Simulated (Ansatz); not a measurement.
Write the native input for Ansatz 0.2.0 that does the following.

- Task: relaxation of cell and atoms
- Functional: PBEsol
- Potentials or basis: all-electron LAPW, scalar-relativistic
- Basis error allowed: 0.001 eV/atom
- k mesh: 10 × 10 × 10
- Occupations: fermi-dirac, width 0.05 eV
- Spin: no spin polarisation
- Target pressure: 10 GPa

Crystal: HfB.

```
Hf B
1.0
     0.00000    2.31000    2.31000
     2.31000    0.00000    2.31000
     2.31000    2.31000    0.00000
Hf B
1 1
Direct
  0.50000 0.50000 0.50000
  0.00000 0.00000 0.00000
```

The input as run:

input.yaml

```yaml
crystal:
  lattice:
    - [0.0, 2.31, 2.31]
    - [2.31, 0.0, 2.31]
    - [2.31, 2.31, 0.0]
  atoms:
    - { symbol: Hf, position: [0.5, 0.5, 0.5] }
    - { symbol: B, position: [0.0, 0.0, 0.0] }
kpoints:
  mp_grid: { grid: [10, 10, 10] }
scf:
  occupations: { method: fermi_dirac, width: 0.05 }
hamiltonian:
  xc: pbesol
  pseudopotentials: { kind: all_electron, lapw: { basis_error: 0.001 } }
output:
  forces: true
  stress: true
relax:
  f_tol: 0.01
  max_steps: 60
  cell: { p_target: 10 }
```

Potentials or basis: all-electron LAPW, scalar-relativistic.

Command:

```bash
$ ansatz run input.yaml --threads 1 --pin off --max-ram 3072MiB --backend cpu --events-out ev --progress --plain --runs-dir out
```

Results of the run:

The relaxed volume is 13.03 Å³/atom and the relaxed cell is a = 3.328 Å, b = 3.328 Å, c = 3.328 Å, α = 60.00°, β = 60.00°, γ = 60.00°. The space group after relaxing (to 0.05 Å) is Fm-3m (No. 225), the energy change on relaxing (the enthalpy is what falls) is -72.0 meV/atom and the ionic steps are 5. The pressure after relaxing is 10.0 GPa.

It took 33 s on 1 thread of Arm Neoverse V2, on a shared host, peak memory 0.33 GiB.
